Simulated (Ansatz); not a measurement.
**SiH3 (silyl radical): UCCSD/3-21G**

What is the electronic atomisation energy of SiH3 (silyl radical) at UCCSD/3-21G? 

Program for the calculation: Ansatz 0.2.0.

61 further runs of the same task are left out: 61 set aside as unsound or not needed.

### 1 The structure to begin with

The species is SiH3 (4 atoms), meant as a doublet with charge 0. As SMILES, `[SiH3]`. Geometry: relaxed at GFN2-xTB.

Bond lengths: Si1–H2 1.449 Å, Si1–H3 1.449 Å, Si1–H4 1.448 Å. Angles: H2–Si1–H3 115.4°, H2–Si1–H4 115.4°, H3–Si1–H4 115.3°.

### 2 The energy at UCCSD/3-21G

Contents of job.yaml:

```yaml
basis:
  gaussian:
    orbitals: 3-21G.json
crystal:
  periodic: [false, false, false]
  atoms:
    - {symbol: Si, position_ang: [0.206560, -0.018900, -0.115090]}
    - {symbol: H, position_ang: [0.587110, 0.661780, 1.105640]}
    - {symbol: H, position_ang: [-0.194960, -1.401590, 0.043390]}
    - {symbol: H, position_ang: [-0.598710, 0.758710, -1.033940]}
accuracy: high
scf:
  omitted_lower_state_checks: [cluster_reference, increment]
magnetization:
  spin_polarized: true
  initial_magnetization: 1
correlation:
  method: ccsd
  frozen_orbitals: {H: 0, Si: 5}
```

The basis set 3-21G is read from a file made from the Basis Set Exchange's data (not shown).

On the command line:

```
$ ansatz run job.yaml --threads 1 --pin off --max-ram 2610MiB --events-out events.jsonl --progress --plain --runs-dir runs
```

What it wrote:

```text
Warning: RAYON_NUM_THREADS=1 ignored (pool sized by the plan → 1); use --threads N
[... 11 lines left out ...]
5 core orbitals not correlated: weight in the atoms' cores, before any rotation towards them, 1.000 or more for the frozen orbitals, at most 0.000 for the correlated occupied ones
[... 21 lines left out ...]
Total energy: -7868.07991351 eV, -289.1466036454 hartree
Checks for a lower state left out: cluster_reference, increment
```

It took 0.16 s on 1 thread of Arm Neoverse V2, shared host.

### 3 The H atom: a single-point energy at UHF/3-21G

Contents of in.yaml:

```yaml
crystal:
  periodic: [false, false, false]
  atoms:
    - {symbol: H, position_ang: [0.000000, 0.000000, 0.000000]}
basis:
  gaussian: {orbitals: 3-21G.json}
magnetization: {spin_polarized: true, initial_magnetization: 1}
hamiltonian: {xc: hf}
accuracy: high
```

The basis set 3-21G is read from a file made from the Basis Set Exchange's data (not shown).

Run the same way, it converges to -0.49620 Eh (log not shown).

### 4 The Si atom, same level

Contents of in.yaml:

```yaml
crystal:
  periodic: [false, false, false]
  atoms:
    - {symbol: Si, position_ang: [0.000000, 0.000000, 0.000000]}
basis:
  gaussian: {orbitals: 3-21G.json}
magnetization: {spin_polarized: true, initial_magnetization: 2}
correlation: {method: ccsd, frozen_orbitals: {Si: 5}}
accuracy: high
scf: {omitted_lower_state_checks: [cluster_reference, increment]}
```

The basis set 3-21G is read from a file made from the Basis Set Exchange's data (not shown).

Run the same way, it converges to -287.36844 Eh (log not shown).

### 5 Outcome

Level: UCCSD/3-21G, 5 core orbitals frozen.

```
                                             quantity          value
                               molecule: total energy  -289.14660 Eh
molecule: correlation energy (5 core orbitals frozen)      -68.7 mEh
          molecule: ⟨S²⟩ of the reference determinant          0.758
                              molecule: T1 diagnostic          0.008
                                 H atom: total energy    -0.49620 Eh
                                         H atom: ⟨S²⟩          0.750
                                Si atom: total energy  -287.36844 Eh
 Si atom: correlation energy (5 core orbitals frozen)      -24.0 mEh
           Si atom: ⟨S²⟩ of the reference determinant          2.000
                               Si atom: T1 diagnostic          0.004
                        electronic atomisation energy       7.880 eV
```

**Reading.** Taking the molecule apart into free atoms costs 7.88 eV (182 kcal/mol), before zero-point energy and without spin-orbit coupling. The basis has no polarisation functions, which makes bonds too weak.
